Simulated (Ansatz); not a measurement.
**[GeH5]− (SMILES [H][Ge-]([H])([H])([H])[H]): levels of theory compared**

We compute a comparison of 6 runs (B3LYP/STO-3G, r2SCAN0/STO-3G, RPA@PBE/STO-3G, MP2/STO-3G, CCSDT/STO-3G, UCCSD(T)/STO-3G) of [GeH5]−. 

The results are computed with Ansatz 0.2.0.

### Step 1. The system as given

The species is [GeH5]− (6 atoms), meant as a singlet with charge -1. SMILES: `[H][Ge-]([H])([H])([H])[H]`. The H6–Ge1 distance was set to 3.785 Å, away from the relaxed value. At this shape a bond of the SMILES string is far longer than usual.

Bond lengths: Ge1–H2 1.762 Å, Ge1–H3 1.782 Å, Ge1–H4 1.515 Å, Ge1–H5 1.514 Å. Angles: H2–Ge1–H3 179.8°, H2–Ge1–H4 90.4°, H2–Ge1–H5 90.0°, H3–Ge1–H4 89.6°, H3–Ge1–H5 89.8°, H4–Ge1–H5 120.0°.

### Step 2. A single-point energy at B3LYP/STO-3G (run 1)

molecule.yaml

```yaml
crystal:
  periodic: [false, false, false]
  atoms:
    - {symbol: Ge, position_ang: [1.120220, 1.974018, 0.040670]}
    - {symbol: H, position_ang: [1.096570, 1.969328, 1.802770]}
    - {symbol: H, position_ang: [1.142050, 1.984518, -1.740790]}
    - {symbol: H, position_ang: [2.634950, 1.986058, 0.049750]}
    - {symbol: H, position_ang: [0.353010, 3.279188, 0.034130]}
    - {symbol: H, position_ang: [-0.746540, -1.317780, -0.016130]}
basis:
  gaussian: {orbitals: STO-3G}
total_charge: -1
hamiltonian: {xc: {name: B3LYP}}
accuracy: high
```

Run with:

```sh
$ ansatz run molecule.yaml --threads 1 --pin off --max-ram 2610MiB --events-out events.jsonl --progress --plain --runs-dir runs
```

Output:

```text
Warning: RAYON_NUM_THREADS=1 ignored (pool sized by the plan → 1); use --threads N
Functional definition: B3LYP
  name "B3LYP"
  parameter a0 = 0.2
  parameter ax = 0.72
  parameter ac = 0.81
  exchange = (1 - a0 - ax)*slater_x + ax*b88_x + a0*exact_x
  correlation = (1 - ac)*vwn_rpa_c + ac*lyp_c
301 factors; integrals over basis functions are off by at most 1.5e-8 eV
mean field evaluation 1: about -55877.8571 eV, gradient 1.1e2 eV
mean field evaluation 2: about -55898.9745 eV, gradient 6.0e1 eV
mean field evaluation 4: about -55917.5215 eV, gradient 1.5e1 eV
mean field evaluation 8: about -55934.1250 eV, gradient 9.1e0 eV
mean field evaluation 16: about -55936.6170 eV, gradient 6.6e-5 eV
mean field -55936.61699357 eV, -2055.6327593129 hartree, gradient 3.6e-8 eV, S^2 0.000000; 0 other end points of the search recorded, 0 dependent functions left out
reference -55936.61702436 eV, -2055.6327604445 hartree; 19, 19 occupied and 4, 4 virtual orbitals, 301 factors
Total energy: -55936.61702436 eV, -2055.6327604445 hartree
```

It took 1.1 s on 1 thread of Arm Neoverse V2, shared host.

### Step 3. The energy at r2SCAN0/STO-3G (run 2)

molecule.yaml, as its differences from that of step 2:

```diff
@@ -11,4 +11,4 @@
   gaussian: {orbitals: STO-3G}
+hamiltonian: {xc: {name: r2SCAN0}}
+accuracy: high
 total_charge: -1
-hamiltonian: {xc: {name: B3LYP}}
-accuracy: high
```

Run with:

```sh
$ ansatz run molecule.yaml --threads 1 --pin off --max-ram 2610MiB --events-out events.jsonl --progress --plain --runs-dir runs
```

Output:

```text
Warning: RAYON_NUM_THREADS=1 ignored (pool sized by the plan → 1); use --threads N
Functional definition: r2SCAN0
  name "r2SCAN0"
  parameter a = 0.25
  parameter k0 = 0.174
  parameter k1 = 0.065
  parameter a1 = 4.9479
  exchange = (1 - a)*r2scan_x(k0 = k0, k1 = k1, a1 = a1) + a*exact_x
  correlation = r2scan_c
301 factors; integrals over basis functions are off by at most 1.5e-8 eV
mean field evaluation 1: about -55898.9543 eV, gradient 9.8e1 eV
mean field evaluation 2: about -55909.8070 eV, gradient 4.9e1 eV
mean field evaluation 4: about -55920.6312 eV, gradient 1.3e1 eV
mean field evaluation 8: about -55937.3174 eV, gradient 8.7e0 eV
mean field evaluation 16: about -55939.0366 eV, gradient 1.2e-5 eV
mean field -55939.03657524 eV, -2055.7216772994 hartree, gradient 3.0e-8 eV, S^2 0.000000; 0 other end points of the search recorded, 0 dependent functions left out
reference -55939.03657564 eV, -2055.7216773140 hartree; 19, 19 occupied and 4, 4 virtual orbitals, 301 factors
Total energy: -55939.03657564 eV, -2055.7216773140 hartree
```

It took 2.4 s on 1 thread of Arm Neoverse V2, shared host; peak memory 0.13 GiB.

Run 3 isn't shown in full; the table further down has it.

### Step 4. A single-point energy at MP2/STO-3G (run 4)

input.yaml

```yaml
crystal:
  periodic: [false, false, false]
  atoms:
    - {symbol: Ge, position_ang: [1.120220, 1.974018, 0.040670]}
    - {symbol: H, position_ang: [1.096570, 1.969328, 1.802770]}
    - {symbol: H, position_ang: [1.142050, 1.984518, -1.740790]}
    - {symbol: H, position_ang: [2.634950, 1.986058, 0.049750]}
    - {symbol: H, position_ang: [0.353010, 3.279188, 0.034130]}
    - {symbol: H, position_ang: [-0.746540, -1.317780, -0.016130]}
basis:
  gaussian:
    orbitals: STO-3G
total_charge: -1
correlation:
  method: mp2
  frozen_orbitals: {Ge: 9, H: 0}
accuracy: high
```

Run with:

```sh
$ ansatz run input.yaml --threads 1 --pin off --max-ram 2610MiB --events-out events.jsonl --progress --plain --runs-dir runs
```

Output, shortened:

```text
Warning: RAYON_NUM_THREADS=1 ignored (pool sized by the plan → 1); use --threads N
Functional definition: HF
  name "HF"
[...]
301 factors; integrals over basis functions are off by at most 1.5e-8 eV
[...]
mean field -55895.23839358 eV, -2054.1121238107 hartree, gradient 4.6e-8 eV, S^2 0.000000; 0 other end points of the search recorded, 0 dependent functions left out; unrestricted orbitals would lower it
[...]
unrestricted determinant -55898.30678454 eV, -2054.2248850988 hartree, S^2 1.0322
9 core orbitals not correlated: weight in the atoms' cores, before any rotation towards them, 1.000 or more for the frozen orbitals, at most 0.000 for the correlated occupied ones
reference -55895.23839358 eV, -2054.1121238107 hartree; 10, 10 occupied and 4, 4 virtual orbitals, 301 factors
second order -2.80729533 eV of doubles, -0.00000000 eV of singles
WARN: the method's energy lies above the unrestricted determinant's, so it is not that of the lowest state
Total energy: -55898.04568891 eV, -2054.2152900111 hartree
```

Run time: 0.14 s. Hardware: 1 thread of Arm Neoverse V2, shared host.

Run 5 isn't shown in full; the table further down has it.

### Step 5. The energy at UCCSD(T)/STO-3G (run 6)

input.yaml, as its differences from that of step 4:

```diff
@@ -10,8 +10,7 @@
 basis:
-  gaussian:
-    orbitals: STO-3G
+  gaussian: {orbitals: STO-3G}
 total_charge: -1
-correlation:
-  method: mp2
-  frozen_orbitals: {Ge: 9, H: 0}
+magnetization: {spin_polarized: true, initial_magnetization: 0}
+correlation: {method: ccsd_t, frozen_orbitals: {Ge: 9, H: 0}}
 accuracy: high
+scf: {omitted_lower_state_checks: [cluster_reference, increment]}
```

Run with:

```sh
$ ansatz run input.yaml --threads 1 --pin off --max-ram 2610MiB --events-out events.jsonl --progress --plain --runs-dir runs
```

Output:

```text
Warning: RAYON_NUM_THREADS=1 ignored (pool sized by the plan → 1); use --threads N
[... 13 lines left out ...]
9 core orbitals not correlated: weight in the atoms' cores, before any rotation towards them, 1.000 or more for the frozen orbitals, at most 0.000 for the correlated occupied ones
[... 36 lines left out ...]
Total energy: -55900.00945769 eV, -2054.2874571829 hartree
Checks for a lower state left out: cluster_reference, increment
```

Run time: 0.36 s. Hardware: 1 thread of Arm Neoverse V2, shared host.

### Step 6. The series

| run | level | frozen core orbitals | energy (Eh) | wall time |
| --- | --- | --- | --- | --- |
| 1 | B3LYP/STO-3G | – | -2055.632760 | 1.1 s |
| 2 | r2SCAN0/STO-3G | – | -2055.721677 | 2.4 s |
| 3 | RPA@PBE/STO-3G | 9 | -2054.338091 | 2.2 s |
| 4 | MP2/STO-3G | 9 | -2054.215290 | 0.14 s |
| 5 | CCSDT/STO-3G | 9 | -2054.289334 | 0.36 s |
| 6 | UCCSD(T)/STO-3G | 9 | -2054.287457 | 0.36 s |

### Step 7. What came out

```
                                          quantity           value
                               run 6: total energy  -2054.28746 Eh
run 6: correlation energy (9 core orbitals frozen)       -62.6 mEh
                             run 6: (T) correction       -0.59 mEh
          run 6: ⟨S²⟩ of the reference determinant           1.032
                              run 6: T1 diagnostic           0.009
```

In words: Totals of different functionals can't be ranked against each other. In runs 3, 4, 5 the log says that unrestricted orbitals would lower the reference, so the values rest on an unstable closed-shell determinant (other closed-shell runs at this shape may share the fault). In runs 1, 2, 3, 4, 5, 6 the basis is minimal, so the values are rough. Spin contamination of the reference: run 6 ⟨S²⟩ = 1.03. Where it is this large, the reference is a mixture of spin states, and values that rest on it are in doubt. All runs together took 6.6 s, the longest 2.4 s.
